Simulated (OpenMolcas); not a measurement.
# SnTe (SMILES [Sn][Te]): levels of theory compared

Wanted: a comparison of 4 runs (HF/def2-TZVPPD, BHLYP/def2-TZVPPD, PBE/def2-TZVPPD, revPBE/def2-TZVPPD) of SnTe. 

Program for the calculation: OpenMolcas 26.06.

## (1) The system as given

SnTe: 2 atoms, total charge 0, spin state singlet. As SMILES, `[Sn][Te]`. The coordinates come from a PBE0-D4/def2-TZVP relaxation.

Bond lengths: Sn1–Te2 2.518 Å.

## (2) Energy and gradient at HF/def2-TZVPPD (core potential) (run 1)

Input file geom.xyz:

```xyz
2

Sn     0.000000     0.000000     0.009440
Te     0.000000     0.000000     2.527330
```

Input file mol.inp:

```
&GATEWAY
 BasLib = $CurrDir
 Coord = geom.xyz
 Basis = def2-TZVPPD
 Group = NoSym

&SEWARD

&SCF
 Thresholds = 1e-10 1e-07 1e-07 1e-05
 PrOrbitals = 1 1

&ALASKA
```

The basis set def2-TZVPPD is read from a file made from the Basis Set Exchange's data (not shown).

Started as:

```
$ export MOLCAS_MEM=1860
$ pymolcas mol.inp > mol.log
```

Standard output:

```text
--- Start Module: gateway ---
[...]
--- Stop Module: gateway /rc=_RC_ALL_IS_WELL_ ---
[...]
      Basis functions          115
[...]
--- Start Module: scf ---
[...]
       Convergence after  14 Iterations
[...]
::    Total SCF energy                               -480.4140831206
[...]
      Total spin, S                                     0.0000000000
[...]
      Total electronic charge=   46.000000
      Total            charge=   -0.000000
[...]
      Dipole Moment (debye):
      Origin of the operator (angstrom)=    0.0000    0.0000    1.3188
                   X=  1.9665E-15               Y=  2.2993E-15               Z= -3.2806E+00           Total=  3.2806E+00
      Quadrupole Moment (debye*angstrom):
[...]
--- Stop Module: scf /rc=_RC_ALL_IS_WELL_ ---
[...]
--- Start Module: alaska ---
[...]
 *              Molecular gradients               *
 **************************************************
  Irreducible representation: a
 ------------------------------------------------------------------------------------------
                              X                       Y                       Z
 ------------------------------------------------------------------------------------------
  SN1               4.09984207272685E-15    1.43979681864286E-14   -4.41659621181856E-03
  TE2              -4.09984207272683E-15   -1.43979681864287E-14    4.41659621179724E-03
 ------------------------------------------------------------------------------------------
--- Stop Module: alaska /rc=_RC_ALL_IS_WELL_ ---
[...]
```

It took 20 s on 1 thread of Arm Neoverse V1, shared host; peak memory 0.7 GiB.

## (3) Energy and gradient at BHLYP/def2-TZVPPD (core potential) (run 2)

Input file calc.inp:

```
* SnTe Kohn-Sham DFT
&gateway
baslib=$CurrDir
coord
2
angstrom
Sn       0.000000       0.000000       0.009440
Te       0.000000       0.000000       2.527330
basis=def2-TZVPPD
group=NoSym
&seward
gridinput
Grid=UltraFine
End of Grid
&scf
ksdft=HYB_GGA_XC_BHANDHLYP
thresholds=1e-10 1e-07 1e-07 1e-05
prorbitals=1 1
&alaska
```

The basis set def2-TZVPPD is read from a file made from the Basis Set Exchange's data (not shown).

Started as:

```
$ export MOLCAS_MEM=1860
$ pymolcas calc.inp > calc.log
```

Standard output:

```text
--- Start Module: gateway ---
[...]
--- Stop Module: gateway /rc=_RC_ALL_IS_WELL_ ---
[...]
      Basis functions          115
[...]
--- Start Module: scf ---
[...]
       Convergence after  15 Iterations
[...]
::    Total KS-DFT energy                            -482.2570387706
[...]
      Total spin, S                                     0.0000000000
[...]
      Total electronic charge=   46.000000
      Total            charge=   -0.000000
[...]
      Dipole Moment (debye):
      Origin of the operator (angstrom)=    0.0000    0.0000    1.3188
                   X=  4.8075E-16               Y=  7.5229E-17               Z= -2.7783E+00           Total=  2.7783E+00
      Quadrupole Moment (debye*angstrom):
[...]
--- Stop Module: scf /rc=_RC_ALL_IS_WELL_ ---
[...]
--- Start Module: alaska ---
[...]
 *              Molecular gradients               *
 **************************************************
  Irreducible representation: a
 ------------------------------------------------------------------------------------------
                              X                       Y                       Z
 ------------------------------------------------------------------------------------------
  SN1               1.11632380935078E-14   -4.22395345287419E-15   -2.45163922538083E-03
  TE2              -1.11636446428527E-14    4.22644717081041E-15    2.45163922539504E-03
 ------------------------------------------------------------------------------------------
--- Stop Module: alaska /rc=_RC_ALL_IS_WELL_ ---
[...]
```

Wall time 30 s (1 thread of Arm Neoverse V1, shared host); peak memory 0.7 GiB.

## (4) Energy and forces at PBE/def2-TZVPPD (core potential) (run 3)

Input file mol.input:

```
&GATEWAY
BasLib
$CurrDir
Coord
2
bohr
Sn     0.00000000     0.00000000     0.01783901
Te     0.00000000     0.00000000     4.77596153
Basis
def2-TZVPPD
Group
NoSym
&SEWARD
GridInput
Grid=UltraFine
End of Grid
&SCF
KSDFT
PBE
Thresholds
1e-10 1e-07 1e-07 1e-05
PrOrbitals
1 2
&ALASKA
```

The basis set def2-TZVPPD is read from a file made from the Basis Set Exchange's data (not shown).

Started as:

```
$ export MOLCAS_MEM=1860
$ pymolcas mol.input > mol.log
```

Standard output:

```text
--- Start Module: gateway ---
[...]
--- Stop Module: gateway /rc=_RC_ALL_IS_WELL_ ---
[...]
      Basis functions          115
[...]
--- Start Module: scf ---
[...]
       Convergence after  18 Iterations
[...]
::    Total KS-DFT energy                            -482.3820999415
[...]
      Total spin, S                                     0.0000000000
[...]
      Total electronic charge=   46.000000
      Total            charge=   -0.000000
[...]
      Dipole Moment (debye):
      Origin of the operator (angstrom)=    0.0000    0.0000    1.3188
                   X=  1.8532E-15               Y= -7.9810E-16               Z= -2.1718E+00           Total=  2.1718E+00
      Quadrupole Moment (debye*angstrom):
[...]
--- Stop Module: scf /rc=_RC_ALL_IS_WELL_ ---
[...]
--- Start Module: alaska ---
[...]
 *              Molecular gradients               *
 **************************************************
  Irreducible representation: a
 ------------------------------------------------------------------------------------------
                              X                       Y                       Z
 ------------------------------------------------------------------------------------------
  SN1              -1.33786649122351E-14    5.18630473730137E-15    9.79160066066243E-03
  TE2               1.33724307233769E-14   -5.18467846046069E-15   -9.79160066069795E-03
 ------------------------------------------------------------------------------------------
--- Stop Module: alaska /rc=_RC_ALL_IS_WELL_ ---
[...]
```

Run time: 33 s. Hardware: 1 thread of Arm Neoverse V1, shared host; peak memory 0.7 GiB.

## (5) Energy and gradient at revPBE/def2-TZVPPD (core potential) (run 4)

Input file run.inp:

```
&GATEWAY
BasLib=$CurrDir
Coord
2
angstrom
Sn       0.000000       0.000000       0.009440
Te       0.000000       0.000000       2.527330
Basis=def2-TZVPPD
Group=NoSym
&SEWARD
GridInput
Grid=UltraFine
End of Grid
&SCF
KSDFT=revPBE
Thresholds=1e-10 1e-07 1e-07 1e-05
PrOrbitals=1 1
&ALASKA
```

The basis set def2-TZVPPD is read from a file made from the Basis Set Exchange's data (not shown).

Started as:

```
$ export MOLCAS_MEM=1860
$ pymolcas run.inp > run.log
```

Standard output:

```text
--- Start Module: gateway ---
[...]
--- Stop Module: gateway /rc=_RC_ALL_IS_WELL_ ---
[...]
      Basis functions          115
[...]
--- Start Module: scf ---
[...]
       Convergence after  18 Iterations
[...]
::    Total KS-DFT energy                            -482.4820087224
[...]
      Total spin, S                                     0.0000000000
[...]
      Total electronic charge=   46.000000
      Total            charge=   -0.000000
[...]
      Dipole Moment (debye):
      Origin of the operator (angstrom)=    0.0000    0.0000    1.3188
                   X=  3.4838E-14               Y= -5.5641E-15               Z= -2.2058E+00           Total=  2.2058E+00
      Quadrupole Moment (debye*angstrom):
[...]
--- Stop Module: scf /rc=_RC_ALL_IS_WELL_ ---
[...]
--- Start Module: alaska ---
[...]
 *              Molecular gradients               *
 **************************************************
  Irreducible representation: a
 ------------------------------------------------------------------------------------------
                              X                       Y                       Z
 ------------------------------------------------------------------------------------------
  SN1               3.87370545945650E-14   -3.65096915960216E-14    1.25034349405162E-02
  TE2              -3.87325043466007E-14    3.65117651459114E-14   -1.25034349405162E-02
 ------------------------------------------------------------------------------------------
--- Stop Module: alaska /rc=_RC_ALL_IS_WELL_ ---
[...]
```

It took 32 s on 1 thread of Arm Neoverse V1, shared host; peak memory 0.7 GiB.

## (6) All runs side by side

| run | level | integration grid | energy (Eh) | dipole moment (D) | HOMO energy (eV) | LUMO energy (eV) | wall time |
| --- | --- | --- | --- | --- | --- | --- | --- |
| 1 | HF/def2-TZVPPD (core potential) | – | -480.414083 | 3.28 | -8.44 | -0.20 | 20 s |
| 2 | BHLYP/def2-TZVPPD (core potential) | UltraFine | -482.257039 | 2.78 | -7.35 | -1.98 | 30 s |
| 3 | PBE/def2-TZVPPD (core potential) | UltraFine | -482.382100 | 2.17 | -5.84 | -3.25 | 33 s |
| 4 | revPBE/def2-TZVPPD (core potential) | UltraFine | -482.482009 | 2.21 | -5.78 | -3.18 | 32 s |

## (7) Results

| quantity | value |
| --- | --- |
| run 4: total energy | -482.48201 Eh |
| run 4: dipole moment | 2.21 D |
| run 4: HOMO energy | -5.78 eV |
| run 4: LUMO energy | -3.18 eV |
| run 4: HOMO–LUMO gap | 2.60 eV |
| run 4: largest force on an atom | 0.643 eV/Å |

The dipole moment (its size) runs from 2.17 D (PBE/def2-TZVPPD) to 3.28 D (HF/def2-TZVPPD). The HOMO–LUMO gap runs from 2.58 eV (PBE/def2-TZVPPD) to 8.23 eV (HF/def2-TZVPPD). Exact exchange widens orbital gaps. Totals of different functionals can't be ranked against each other. All runs together took 1.9 min, the longest 33 s.
